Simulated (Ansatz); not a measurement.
**CH₅OSe radical (built from SMILES C[O].[SeH2]): search for a transition state**

Aim: find the saddle point of a hydrogen abstraction that is to form H1–O3 and break H1–Se2, prove it by its vibrations, and relax downhill on both sides to see what it joins.

Computed with Ansatz 0.2.0, Gaussian basis. Level: PBE0-D4, def2-SVP first, then def2-TZVP.

## (1) Where the work starts

The guess: 8 atoms, charge 0, spin multiplicity 2.

Atoms are counted from 1 here; the program's logs count them from 0.

Bond lengths: H1–O3 1.264 Å, Se2–H5 1.450 Å, O3–C4 1.378 Å, C4–H6 1.095 Å, C4–H7 1.098 Å, C4–H8 1.099 Å. Angles: H1–O3–C4 110.9°, O3–C4–H6 105.5°, O3–C4–H7 112.9°, O3–C4–H8 112.7°, H6–C4–H7 107.9°, H6–C4–H8 108.0°, H7–C4–H8 109.6°.

Geometry (Å):

```csv
atom,x (Å),y (Å),z (Å)
H1,0.4521,-0.8087,-0.6494
Se2,2.3913,-0.7923,-1.1063
O3,-0.7674,-0.7915,-0.3188
C4,-1.0786,0.3708,0.3521
H5,2.6098,-0.0227,0.1033
H6,-2.1585,0.3262,0.5291
H7,-0.8710,1.2736,-0.2370
H8,-0.5777,0.4447,1.3271
```

Distances that are to change: H1–O3 1.26 Å, H1–Se2 1.99 Å.

## (2) Relaxing the guess with the reacting distances held

File hold/in.yaml:

```yaml
crystal:
  periodic: [false, false, false]
  atoms:
    - {symbol: H, position_ang: [0.452100, -0.808700, -0.649400]}
    - {symbol: Se, position_ang: [2.391300, -0.792300, -1.106300]}
    - {symbol: O, position_ang: [-0.767400, -0.791500, -0.318800]}
    - {symbol: C, position_ang: [-1.078600, 0.370800, 0.352100]}
    - {symbol: H, position_ang: [2.609800, -0.022700, 0.103300]}
    - {symbol: H, position_ang: [-2.158500, 0.326200, 0.529100]}
    - {symbol: H, position_ang: [-0.871000, 1.273600, -0.237000]}
    - {symbol: H, position_ang: [-0.577700, 0.444700, 1.327100]}
basis:
  gaussian: {orbitals: def2-SVP}
magnetization: {spin_polarized: true, initial_magnetization: 1}
hamiltonian: {xc: pbe0, dispersion: d4}
relax: {f_tol: 0.04, max_steps: 150, escape_saddle: false, constraints: [{distance: [0, 2]}, {distance: [0, 1]}]}
```

Started as:

```bash
$ ansatz run in.yaml --threads 4 --pin off --events-out ev --progress --plain --max-ram 9574MiB
```

Output, cut to the lines that bear on the results:

```text
Functional definition: PBE0
  name "PBE0"
  cite "Adamo & Barone, J. Chem. Phys. 110, 6158 (1999) doi:10.1063/1.478522"
  cite "Perdew, Burke & Ernzerhof, Phys. Rev. Lett. 77, 3865 (1996) doi:10.1103/PhysRevLett.77.3865"
  parent pbe
[...]
911 factors; integrals over basis functions are off by at most 3.3e-4 eV
[...]
mean field -68490.97723594 eV, -2516.9969885691 hartree, gradient 6.5e-6 eV, S^2 0.761161; 4 other end points of the search recorded, 0 dependent functions left out
[...]
reference -68490.97725737 eV, -2516.9969893567 hartree; 27, 26 occupied and 58, 59 virtual orbitals, 911 factors
relax step   1: F+E_penalty+E_count = -68491.05839578 eV  Δ(F+E_penalty+E_count) = +0.000e0 eV  max|allowed force component| = 5.989e-1 eV/Å  Δτ_max = 0.0000 Å  (220 SCF iters, accepted)
[...]
relax step   3: F+E_penalty+E_count = -68491.14937062 eV  Δ(F+E_penalty+E_count) = -2.901e-2 eV  max|allowed force component| = 3.408e-1 eV/Å  Δτ_max = 0.1553 Å  (46 SCF iters, accepted)
[...]
relax step   5: F+E_penalty+E_count = -68491.18223898 eV  Δ(F+E_penalty+E_count) = -1.575e-2 eV  max|allowed force component| = 3.010e-1 eV/Å  Δτ_max = 0.1524 Å  (49 SCF iters, accepted)
[...]
relax step   7: F+E_penalty+E_count = -68491.20053870 eV  Δ(F+E_penalty+E_count) = -1.444e-2 eV  max|allowed force component| = 1.717e-1 eV/Å  Δτ_max = 0.0958 Å  (42 SCF iters, accepted)
[...]
relax step  11: F+E_penalty+E_count = -68491.20435202 eV  Δ(F+E_penalty+E_count) = -1.400e-4 eV  max|allowed force component| = 7.589e-3 eV/Å  Δτ_max = 0.0193 Å  (35 SCF iters, accepted)
  distance H 0 - O 2 held at 1.263635 Å   reaction = +4.1449e0 eV/Å
  distance H 0 - Se 1 held at 1.992366 Å   reaction = +4.7877e-1 eV/Å
911 factors; integrals over basis functions are off by at most 4.3e-4 eV
[...]
mean field -68491.11491973 eV, -2517.0020483551 hartree, gradient 1.6e-5 eV, S^2 0.758078; 3 other end points of the search recorded, 0 dependent functions left out
[...]
reference -68491.11494080 eV, -2517.0020491293 hartree; 27, 26 occupied and 58, 59 virtual orbitals, 911 factors
Total energy: -68491.20437309 eV, -2517.0053357054 hartree
Atom 0 at     0.369932    -0.488137    -1.162236 Å, force    -2.890673    -1.040855     2.402537 eV/Å
Atom 1 at     2.224638    -1.043718    -0.692218 Å, force    -0.447986     0.131092    -0.115165 eV/Å
Atom 2 at    -0.646759    -0.766332    -0.465299 Å, force     3.333522     0.909833    -2.285455 eV/Å
Atom 3 at    -0.964153     0.344538     0.313854 Å, force     0.007589    -0.004497    -0.004166 eV/Å
Atom 4 at     2.249167     0.006136     0.340826 Å, force    -0.001609     0.002674     0.002967 eV/Å
Atom 5 at    -1.869295     0.090708     0.891667 Å, force     0.000956     0.001062     0.001588 eV/Å
Atom 6 at    -1.181557     1.252273    -0.281054 Å, force     0.000275     0.000576    -0.000230 eV/Å
Atom 7 at    -0.181973     0.604631     1.054560 Å, force    -0.002075     0.000113    -0.002076 eV/Å
Dipole moment:     0.117112     0.391935     0.122902 e Å
```

Run time: 28 s. Hardware: 4 threads of Arm Neoverse V1, shared host; peak memory 0.25 GiB.

The steps of the relaxation: (the energy doesn't fall at every step)

```csv
step,energy from step 1 (eV),largest force component (eV/Å)
1,0.0000,0.5989
2,-0.0620,0.2172
3,-0.0910,0.3408
4,-0.1081,0.2958
5,-0.1238,0.3010
6,-0.1277,0.5895
7,-0.1421,0.1717
8,-0.1451,0.0573
9,-0.1425,0.0787
10,-0.1458,0.0436
11,-0.1460,0.0076
```

Distances of close pairs at the start and the end, largest changes first:

```csv
bond,before (Å),after (Å),change (Å)
Se2–H5,1.450,1.473,+0.023
O3–C4,1.378,1.394,+0.016
C4–H8,1.099,1.108,+0.010
C4–H7,1.098,1.107,+0.009
C4–H6,1.095,1.103,+0.008
H1–O3,1.264,1.264,+0.000
```

## (3) A starting Hessian

File hessian/in.yaml:

```yaml
crystal:
  periodic: [false, false, false]
  atoms:
    - {symbol: H, position_ang: [0.369932, -0.488137, -1.162236]}
    - {symbol: Se, position_ang: [2.224638, -1.043718, -0.692218]}
    - {symbol: O, position_ang: [-0.646759, -0.766332, -0.465299]}
    - {symbol: C, position_ang: [-0.964153, 0.344538, 0.313854]}
    - {symbol: H, position_ang: [2.249167, 0.006136, 0.340826]}
    - {symbol: H, position_ang: [-1.869295, 0.090708, 0.891667]}
    - {symbol: H, position_ang: [-1.181557, 1.252273, -0.281054]}
    - {symbol: H, position_ang: [-0.181973, 0.604631, 1.054560]}
basis:
  gaussian: {orbitals: def2-SVP}
magnetization: {spin_polarized: true, initial_magnetization: 1}
hamiltonian: {xc: pbe0, dispersion: d4}
phonons: {}
scf: {lower_state_search: off}
```

Started as:

```bash
$ ansatz run in.yaml --threads 4 --pin off --events-out ev --progress --plain --max-ram 9574MiB
```

Output, cut to the lines that bear on the results:

```text
[... 5 set-up lines as earlier in the session ...]
[...]
913 factors; integrals over basis functions are off by at most 3.1e-4 eV
[...]
mean field -68491.11492616 eV, -2517.0020485913 hartree, gradient 4.1e-6 eV, S^2 0.758078; 0 other end points of the search recorded, 0 dependent functions left out
[...]
reference -68491.11494714 eV, -2517.0020493623 hartree; 27, 26 occupied and 58, 59 virtual orbitals, 913 factors
[... from here to the last solve, the lines of the solves are left out (47 solves) ...]
913 factors; integrals over basis functions are off by at most 3.1e-4 eV
mean field -68491.11487849 eV, -2517.0020468395 hartree, gradient 2.0e-6 eV, S^2 0.758082; 0 other end points of the search recorded, 0 dependent functions left out
[...]
reference -68491.11489947 eV, -2517.0020476105 hartree; 27, 26 occupied and 58, 59 virtual orbitals, 913 factors
[...]
WARN: phonons: 3 modes above zero are rigid motions of the cell's bodies and no vibrations: the zero-point energy, free energy, entropy and heat capacity leave them out. With what each would have added to F at 1000 K, by the weight of its row in the mesh: 37.63 cm⁻¹ (-0.251 eV; rigid [...]
WARN: phonons: modes at or below zero, which the zero-point energy, F, S and C_V leave out: 1, the lowest at -1501.79 cm⁻¹. A minimum has none, and a first-order saddle one
[...]
Total energy: -68491.20437944 eV, -2517.0053359388 hartree
Atom 0 at     0.369932    -0.488137    -1.162236 Å, force    -2.890681    -1.040831     2.402565 eV/Å
Atom 1 at     2.224638    -1.043718    -0.692218 Å, force    -0.447928     0.131148    -0.115189 eV/Å
Atom 2 at    -0.646759    -0.766332    -0.465299 Å, force     3.333455     0.909749    -2.285404 eV/Å
Atom 3 at    -0.964153     0.344538     0.313854 Å, force     0.007555    -0.004378    -0.004099 eV/Å
Atom 4 at     2.249167     0.006136     0.340826 Å, force    -0.001607     0.002639     0.002966 eV/Å
Atom 5 at    -1.869295     0.090708     0.891667 Å, force     0.000983     0.001047     0.001552 eV/Å
Atom 6 at    -1.181557     1.252273    -0.281054 Å, force     0.000316     0.000581    -0.000272 eV/Å
Atom 7 at    -0.181973     0.604631     1.054560 Å, force    -0.002094     0.000045    -0.002120 eV/Å
Dipole moment:     0.117111     0.391936     0.122901 e Å
Vibrations: -1501.79 85.41 108.34 155.79 260.56 415.08 1109.81 1131.51 1159.63 1262.03 1437.18 1446.62 1462.41 1479.79 2456.94 2987.85 3060.95 3110.88 cm⁻¹, zero-point energy 1.433926 eV
Checks for a lower state left out: stability, starts, cluster_reference, orbital_swaps, neighbouring_geometries, increment
```

Run time: 50 s. Hardware: 4 threads of Arm Neoverse V1, shared host; peak memory 0.2 GiB.

The structure is not stationary yet, so these wavenumbers are no spectrum; the search needs only the force constants.

## (4) Saddle search in the small basis

The search itself is an outer loop (partitioned rational-function steps, Bofill update of the Hessian). Each step is one single-point run with forces. It stops when the largest force is under 0.04 eV/Å and the followed curvature is negative. The first step's input:

File presaddle/in.yaml:

```yaml
crystal:
  periodic: [false, false, false]
  atoms:
    - {symbol: H, position_ang: [0.369932, -0.488137, -1.162236]}
    - {symbol: Se, position_ang: [2.224638, -1.043718, -0.692218]}
    - {symbol: O, position_ang: [-0.646759, -0.766332, -0.465299]}
    - {symbol: C, position_ang: [-0.964153, 0.344538, 0.313854]}
    - {symbol: H, position_ang: [2.249167, 0.006136, 0.340826]}
    - {symbol: H, position_ang: [-1.869295, 0.090708, 0.891667]}
    - {symbol: H, position_ang: [-1.181557, 1.252273, -0.281054]}
    - {symbol: H, position_ang: [-0.181973, 0.604631, 1.054560]}
basis:
  gaussian: {orbitals: def2-SVP}
magnetization: {spin_polarized: true, initial_magnetization: 1}
hamiltonian: {xc: pbe0, dispersion: d4}
output: {forces: true}
scf: {lower_state_search: light}
```

Started as:

```bash
$ ansatz run in.yaml --threads 4 --pin off --events-out ev --progress --plain --max-ram 9574MiB
```

The driver's record:

```csv
step,energy (eV),largest force (eV/Å),followed curvature (eV/Å²)
1,-68491.20437,3.3335,-13.25
2,-68491.26820,1.9326,-13.46
3,-68491.06168,1.7928,-10.79
4,-68491.03864,1.3948,-10.60
5,-68491.07358,0.3616,-12.11
6,-68491.08527,0.2881,-12.09
7,-68491.09561,0.2138,-12.17
8,-68491.10058,0.2514,-12.22
9,-68491.10127,0.2461,-12.14
10,-68491.10306,0.0993,-12.11
11,-68491.10559,0.1394,-12.12
14,-68491.11395,0.1759,-12.12
17,-68491.11825,0.1957,-12.04
20,-68491.12436,0.1137,-11.78
23,-68491.13027,0.1819,-12.05
26,-68491.13309,0.0871,-9.01
29,-68491.14023,0.3560,-8.37
32,-68491.13934,0.1992,-3.68
33,-68491.14066,0.1348,-3.78
34,-68491.14279,0.0984,-3.99
35,-68491.14467,0.1953,-4.07
36,-68491.14564,0.2904,-4.06
37,-68491.14723,0.2174,-4.34
38,-68491.14871,0.1641,-4.28
39,-68491.14929,0.0855,-4.30
40,-68491.14969,0.0296,-4.32
```

The 40 steps took 2.9 min in all (4 threads of Arm Neoverse V1, shared host).

## (5) Saddle search in triple zeta

The search itself is an outer loop (partitioned rational-function steps, Bofill update of the Hessian). Each step is one single-point run with forces. It stops when the largest force is under 0.01 eV/Å and the followed curvature is negative. The first step's input:

File saddle/in.yaml:

```yaml
crystal:
  periodic: [false, false, false]
  atoms:
    - {symbol: H, position_ang: [0.647330, -0.849344, -0.913686]}
    - {symbol: Se, position_ang: [2.162418, -0.980939, -0.759844]}
    - {symbol: O, position_ang: [-0.725993, -0.830333, -0.254593]}
    - {symbol: C, position_ang: [-0.994966, 0.311311, 0.442281]}
    - {symbol: H, position_ang: [2.305995, 0.446079, -0.430837]}
    - {symbol: H, position_ang: [-2.099108, 0.439365, 0.388656]}
    - {symbol: H, position_ang: [-0.544641, 1.226135, 0.007733]}
    - {symbol: H, position_ang: [-0.751036, 0.237825, 1.520390]}
basis:
  gaussian: {orbitals: def2-TZVP}
magnetization: {spin_polarized: true, initial_magnetization: 1}
hamiltonian: {xc: pbe0, dispersion: d4}
output: {forces: true}
scf: {lower_state_search: light}
```

Started as:

```bash
$ ansatz run in.yaml --threads 4 --pin off --events-out ev --progress --plain --max-ram 9574MiB
```

Step by step:

```csv
step,energy (eV),largest force (eV/Å),followed curvature (eV/Å²)
1,-68502.83849,0.4265,-4.32
2,-68502.84164,0.3473,-4.30
3,-68502.84023,0.4692,-4.29
4,-68502.84427,0.3344,-4.60
5,-68502.84690,0.0492,-4.30
6,-68502.84733,0.0297,-4.30
7,-68502.84749,0.1107,-4.31
8,-68502.84780,0.0869,-5.74
9,-68502.84823,0.0336,-6.28
10,-68502.84850,0.0431,-6.20
11,-68502.84868,0.0454,-6.09
14,-68502.84927,0.0809,-6.08
17,-68502.85005,0.0539,-6.06
20,-68502.85090,0.0492,-6.05
23,-68502.85197,0.0736,-6.04
26,-68502.85324,0.0647,-6.02
29,-68502.85076,0.2616,-6.01
32,-68502.85562,0.0530,-5.99
35,-68502.85597,0.0361,-5.95
38,-68502.85718,0.0642,-5.92
39,-68502.85767,0.0587,-5.90
40,-68502.85800,0.0588,-5.86
41,-68502.85817,0.1033,-5.84
42,-68502.85847,0.0923,-5.88
43,-68502.85876,0.1604,-5.86
44,-68502.85914,0.1784,-5.86
45,-68502.85995,0.1439,-5.85
```

The 45 steps took 6.9 min in all (4 threads of Arm Neoverse V1, shared host).

## (6) Results

| quantity | value |
| --- | --- |
| search | not converged after 45 steps |
| last largest force | 0.144 eV/Å |
| last followed curvature | -5.85 eV/Å² |

In words: No saddle point was found from this guess, so no barrier can be given. The curvature is negative, but the forces are still above the tolerance.
